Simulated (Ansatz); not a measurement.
**BSiH4ClO2 (SMILES OB(Cl)O[SiH3]) at 6 levels**

Wanted: a comparison of 6 runs (HF/STO-3G, HF/3-21G, HF/cc-pVTZ, PBE0/def2-SVP, PBE/6-311G**, r2SCAN/6-311G**) of BSiH4ClO2. 

Program for the calculation: Ansatz 0.2.0.

2 further runs of the same task are left out: 2 set aside as unsound or not needed.

## 1. The system as given

BSiH4ClO2 has 9 atoms, charge 0, and is taken as a singlet. SMILES: `OB(Cl)O[SiH3]`. Geometry: relaxed at PBE0-D4/def2-TZVP. This is one conformer, not always the lowest.

Bond lengths: O1–B2 1.356 Å, B2–Cl3 1.775 Å, B2–O4 1.343 Å, O4–Si5 1.659 Å, O1–H6 0.960 Å, Si5–H7 1.480 Å, Si5–H8 1.483 Å, Si5–H9 1.483 Å. Some angles: O1–B2–Cl3 120.2°, O1–B2–O4 120.7°, Cl3–B2–O4 119.1°, B2–O4–Si5 131.7°, B2–O1–H6 113.7°, O4–Si5–H7 106.2°, O4–Si5–H8 110.0°, O4–Si5–H9 110.0°, H7–Si5–H8 110.2°, H7–Si5–H9 110.2°.

## 2. Energy and gradient at HF/STO-3G (run 1)

Input file molecule.yaml:

```yaml
crystal:
  periodic: [false, false, false]
  atoms:
    - symbol: O
      position_ang: [-1.488800, 0.491100, 0.723100]
    - symbol: B
      position_ang: [-0.230000, 0.993200, 0.686000]
    - symbol: Cl
      position_ang: [0.150700, 2.510600, 1.524900]
    - symbol: O
      position_ang: [0.744500, 0.354700, 0.017900]
    - symbol: Si
      position_ang: [0.741000, -1.054400, -0.858000]
    - symbol: H
      position_ang: [-2.103900, 1.027600, 1.228100]
    - symbol: H
      position_ang: [2.126200, -1.243000, -1.344100]
    - symbol: H
      position_ang: [-0.193300, -0.936400, -2.003700]
    - symbol: H
      position_ang: [0.342200, -2.189700, 0.008800]
basis:
  gaussian:
    orbitals: STO-3G
total_charge: 0
hamiltonian:
  xc: hf
accuracy: high
output: {forces: true, orbitals: {seedname: orbitals}}
```

The run is started by

```
$ ansatz run molecule.yaml --threads 1 --pin off --max-ram 2610MiB --events-out events.jsonl --progress --plain --runs-dir runs
```

Log:

```text
Warning: RAYON_NUM_THREADS=1 ignored (pool sized by the plan → 1); use --threads N
Functional definition: HF
  name "HF"
  exchange = exact_x
  correlation = 0
756 factors; integrals over basis functions are off by at most 3.0e-8 eV
mean field evaluation 1: about -24889.0794 eV, gradient 2.8e1 eV
mean field evaluation 2: about -24889.1799 eV, gradient 2.8e1 eV
mean field evaluation 4: about -24891.9004 eV, gradient 1.5e0 eV
mean field evaluation 8: about -24891.9091 eV, gradient 3.3e-2 eV
mean field -24891.90912122 eV, -914.7607878628 hartree, gradient 2.0e-8 eV, S^2 0.000000; 0 other end points of the search recorded, 0 dependent functions left out
the calculation of the forces begins
reference -24891.90912122 eV, -914.7607878628 hartree; 28, 28 occupied and 9, 9 virtual orbitals, 756 factors
Total energy: -24891.90912122 eV, -914.7607878628 hartree
Atom 0 at    -1.488800     0.491100     0.723100 Å, force     0.968507    -0.734045    -0.726684 eV/Å
Atom 1 at    -0.230000     0.993200     0.686000 Å, force     0.806638    -2.131692    -1.550848 eV/Å
Atom 2 at     0.150700     2.510600     1.524900 Å, force     0.236046     1.031230     0.576306 eV/Å
Atom 3 at     0.744500     0.354700     0.017900 Å, force    -1.054761     1.284796     1.092895 eV/Å
Atom 4 at     0.741000    -1.054400    -0.858000 Å, force    -0.092024    -1.554811    -0.943362 eV/Å
Atom 5 at    -2.103900     1.027600     1.228100 Å, force    -0.805985     0.795526     0.719320 eV/Å
Atom 6 at     2.126200    -1.243000    -1.344100 Å, force    -1.485195     0.201568     0.520744 eV/Å
Atom 7 at    -0.193300    -0.936400    -2.003700 Å, force     1.001508    -0.120209     1.238808 eV/Å
Atom 8 at     0.342200    -2.189700     0.008800 Å, force     0.425267     1.227637    -0.927179 eV/Å
Dipole moment:    -0.245277    -0.479110    -0.229947 e Å
```

It took 1.2 s on 1 thread of Arm Neoverse V1, shared host; peak memory 0.093 GiB.

## 3. Energy and forces at HF/3-21G (run 2)

Input file run.yaml:

```yaml
crystal:
  periodic: [false, false, false]
  atoms:
    - {symbol: O, position_ang: [-1.488800, 0.491100, 0.723100]}
    - {symbol: B, position_ang: [-0.230000, 0.993200, 0.686000]}
    - {symbol: Cl, position_ang: [0.150700, 2.510600, 1.524900]}
    - {symbol: O, position_ang: [0.744500, 0.354700, 0.017900]}
    - {symbol: Si, position_ang: [0.741000, -1.054400, -0.858000]}
    - {symbol: H, position_ang: [-2.103900, 1.027600, 1.228100]}
    - {symbol: H, position_ang: [2.126200, -1.243000, -1.344100]}
    - {symbol: H, position_ang: [-0.193300, -0.936400, -2.003700]}
    - {symbol: H, position_ang: [0.342200, -2.189700, 0.008800]}
basis:
  gaussian: {orbitals: 3-21G.json}
hamiltonian: {xc: hf}
accuracy: high
output: {forces: true, orbitals: {seedname: orbitals}}
```

The basis set 3-21G is read from a file made from the Basis Set Exchange's data (not shown).

The run is started by

```
$ ansatz run run.yaml --threads 1 --pin off --max-ram 2610MiB --events-out events.jsonl --progress --plain --runs-dir runs
```

Log, shortened:

```text
Warning: RAYON_NUM_THREADS=1 ignored (pool sized by the plan → 1); use --threads N
[... 2 set-up lines as earlier in the session ...]
[...]
1392 factors; integrals over basis functions are off by at most 5.6e-9 eV
[...]
mean field -25052.19743318 eV, -920.6512746801 hartree, gradient 4.1e-8 eV, S^2 0.000000; 0 other end points of the search recorded, 0 dependent functions left out
[...]
reference -25052.19743318 eV, -920.6512746801 hartree; 28, 28 occupied and 33, 33 virtual orbitals, 1392 factors
Total energy: -25052.19743318 eV, -920.6512746801 hartree
Atom 0 at    -1.488800     0.491100     0.723100 Å, force    -0.423085     0.098495     0.177447 eV/Å
Atom 1 at    -0.230000     0.993200     0.686000 Å, force     0.904528    -0.213333    -0.384034 eV/Å
Atom 2 at     0.150700     2.510600     1.524900 Å, force     0.167986     0.924743     0.529012 eV/Å
Atom 3 at     0.744500     0.354700     0.017900 Å, force    -0.226053     0.680393     0.487974 eV/Å
Atom 4 at     0.741000    -1.054400    -0.858000 Å, force     0.323267    -1.151692    -0.808762 eV/Å
Atom 5 at    -2.103900     1.027600     1.228100 Å, force    -0.714656    -0.210988     0.067268 eV/Å
Atom 6 at     2.126200    -1.243000    -1.344100 Å, force    -0.083186    -0.072978    -0.023292 eV/Å
Atom 7 at    -0.193300    -0.936400    -2.003700 Å, force     0.029809    -0.038490    -0.005072 eV/Å
Atom 8 at     0.342200    -2.189700     0.008800 Å, force     0.021390    -0.016150    -0.040541 eV/Å
Dipole moment:    -0.369524    -0.345894    -0.112410 e Å
```

It took 1.8 s on 1 thread of Arm Neoverse V1, shared host; peak memory 0.15 GiB.

Runs 3 to 4 aren't shown in full; the table further down has their settings and results.

## 4. Energy and gradient at PBE/6-311G(d,p) (run 5)

Input file input.yaml:

```yaml
basis:
  gaussian:
    orbitals: 6-311G_st__st_-spherical.json
crystal:
  periodic: [false, false, false]
  atoms:
    - {symbol: O, position_ang: [-1.488800, 0.491100, 0.723100]}
    - {symbol: B, position_ang: [-0.230000, 0.993200, 0.686000]}
    - {symbol: Cl, position_ang: [0.150700, 2.510600, 1.524900]}
    - {symbol: O, position_ang: [0.744500, 0.354700, 0.017900]}
    - {symbol: Si, position_ang: [0.741000, -1.054400, -0.858000]}
    - {symbol: H, position_ang: [-2.103900, 1.027600, 1.228100]}
    - {symbol: H, position_ang: [2.126200, -1.243000, -1.344100]}
    - {symbol: H, position_ang: [-0.193300, -0.936400, -2.003700]}
    - {symbol: H, position_ang: [0.342200, -2.189700, 0.008800]}
hamiltonian:
  xc: pbe
accuracy: high
output: {forces: true, orbitals: {seedname: orbitals}}
```

The basis set 6-311G** is read from a file made from the Basis Set Exchange's data (not shown).

The run is started by

```
$ ansatz run input.yaml --threads 1 --pin off --max-ram 2610MiB --events-out events.jsonl --progress --plain --runs-dir runs
```

Log, shortened:

```text
Warning: RAYON_NUM_THREADS=1 ignored (pool sized by the plan → 1); use --threads N
Functional definition: PBE
  name "PBE"
[...]
2538 factors; integrals over basis functions are off by at most 3.5e-8 eV
[...]
mean field -25227.63653398 eV, -927.0985427176 hartree, gradient 1.6e-8 eV, S^2 0.000000; 0 other end points of the search recorded, 0 dependent functions left out
[...]
reference -25227.63653816 eV, -927.0985428710 hartree; 28, 28 occupied and 102, 102 virtual orbitals, 2538 factors
Total energy: -25227.63653816 eV, -927.0985428710 hartree
Atom 0 at    -1.488800     0.491100     0.723100 Å, force    -0.156159    -0.495302    -0.265917 eV/Å
Atom 1 at    -0.230000     0.993200     0.686000 Å, force    -0.069951     0.100230     0.082165 eV/Å
Atom 2 at     0.150700     2.510600     1.524900 Å, force     0.122429     0.371396     0.197155 eV/Å
Atom 3 at     0.744500     0.354700     0.017900 Å, force     0.423239     0.502521     0.195820 eV/Å
Atom 4 at     0.741000    -1.054400    -0.858000 Å, force    -0.017862    -0.506301    -0.311032 eV/Å
Atom 5 at    -2.103900     1.027600     1.228100 Å, force    -0.305358     0.283611     0.261463 eV/Å
Atom 6 at     2.126200    -1.243000    -1.344100 Å, force     0.203460    -0.037880    -0.078131 eV/Å
Atom 7 at    -0.193300    -0.936400    -2.003700 Å, force    -0.141295    -0.012208    -0.195880 eV/Å
Atom 8 at     0.342200    -2.189700     0.008800 Å, force    -0.058504    -0.206067     0.114357 eV/Å
Dipole moment:    -0.287212    -0.213264    -0.052798 e Å
```

Run time: 14 s. Hardware: 1 thread of Arm Neoverse V1, shared host; peak memory 0.37 GiB.

## 5. Energy and forces at r2SCAN/6-311G(d,p) (run 6)

Input file job.yaml:

```yaml
crystal:
  periodic: [false, false, false]
  atoms:
    - {symbol: O, position_ang: [-1.488800, 0.491100, 0.723100]}
    - {symbol: B, position_ang: [-0.230000, 0.993200, 0.686000]}
    - {symbol: Cl, position_ang: [0.150700, 2.510600, 1.524900]}
    - {symbol: O, position_ang: [0.744500, 0.354700, 0.017900]}
    - {symbol: Si, position_ang: [0.741000, -1.054400, -0.858000]}
    - {symbol: H, position_ang: [-2.103900, 1.027600, 1.228100]}
    - {symbol: H, position_ang: [2.126200, -1.243000, -1.344100]}
    - {symbol: H, position_ang: [-0.193300, -0.936400, -2.003700]}
    - {symbol: H, position_ang: [0.342200, -2.189700, 0.008800]}
basis:
  gaussian:
    orbitals: 6-311G_st__st_-spherical.json
hamiltonian:
  xc: r2scan
accuracy: high
output:
  forces: true
  orbitals: {seedname: orbitals}
```

The basis set 6-311G** is read from a file made from the Basis Set Exchange's data (not shown).

The run is started by

```
$ ansatz run job.yaml --threads 1 --pin off --max-ram 2610MiB --events-out events.jsonl --progress --plain --runs-dir runs
```

Log, shortened:

```text
Warning: RAYON_NUM_THREADS=1 ignored (pool sized by the plan → 1); use --threads N
Functional definition: r2SCAN
  name "r2SCAN"
[...]
2538 factors; integrals over basis functions are off by at most 3.5e-8 eV
[...]
mean field -25238.49414113 eV, -927.4975524206 hartree, gradient 2.9e-8 eV, S^2 0.000000; 0 other end points of the search recorded, 0 dependent functions left out
[...]
reference -25238.49414209 eV, -927.4975524561 hartree; 28, 28 occupied and 102, 102 virtual orbitals, 2538 factors
Total energy: -25238.49414209 eV, -927.4975524561 hartree
Atom 0 at    -1.488800     0.491100     0.723100 Å, force    -0.042636    -0.133061    -0.071840 eV/Å
Atom 1 at    -0.230000     0.993200     0.686000 Å, force    -0.068209    -0.067074    -0.022423 eV/Å
Atom 2 at     0.150700     2.510600     1.524900 Å, force     0.067940     0.194648     0.102254 eV/Å
Atom 3 at     0.744500     0.354700     0.017900 Å, force     0.120045     0.320182     0.166665 eV/Å
Atom 4 at     0.741000    -1.054400    -0.858000 Å, force    -0.004592    -0.295829    -0.183747 eV/Å
Atom 5 at    -2.103900     1.027600     1.228100 Å, force    -0.054635     0.055977     0.049977 eV/Å
Atom 6 at     2.126200    -1.243000    -1.344100 Å, force     0.011648    -0.016499    -0.013750 eV/Å
Atom 7 at    -0.193300    -0.936400    -2.003700 Å, force    -0.020336    -0.016272    -0.033984 eV/Å
Atom 8 at     0.342200    -2.189700     0.008800 Å, force    -0.009224    -0.042073     0.006850 eV/Å
Dipole moment:    -0.289764    -0.213815    -0.052425 e Å
```

Run time: 27 s. Hardware: 1 thread of Arm Neoverse V1, shared host; peak memory 0.44 GiB.

## 6. The series

```
run            level  energy (Eh)  dipole moment (D)  HOMO energy (eV)  LUMO energy (eV)  wall time
  1        HF/STO-3G  -914.760788               2.81             -9.94              9.05      1.2 s
  2         HF/3-21G  -920.651275               2.49            -12.54              4.00      1.8 s
  3       HF/cc-pVTZ  -925.480055               1.41            -12.60              3.34       41 s
  4    PBE0/def2-SVP  -926.741127               1.52             -8.88              0.63       13 s
  5     PBE/6-311G**  -927.098543               1.74             -7.60             -0.77       14 s
  6  r2SCAN/6-311G**  -927.497552               1.75             -7.98             -0.28       27 s
```

## 7. What came out

| quantity | value |
| --- | --- |
| run 6: total energy | -927.49755 Eh |
| run 6: dipole moment | 1.75 D |
| run 6: HOMO energy | -7.98 eV |
| run 6: LUMO energy | -0.28 eV |
| run 6: HOMO–LUMO gap | 7.70 eV |
| run 6: largest force on an atom | 0.380 eV/Å |

In words: The dipole moment (its size) runs from 1.41 D (HF/cc-pVTZ) to 2.81 D (HF/STO-3G). The HOMO–LUMO gap runs from 6.84 eV (PBE/6-311G**) to 18.99 eV (HF/STO-3G). The two ends differ in method and basis. Totals of different functionals can't be ranked against each other. In run 1 the basis is minimal, so the values are rough. All runs together took 99 s, the longest 41 s.
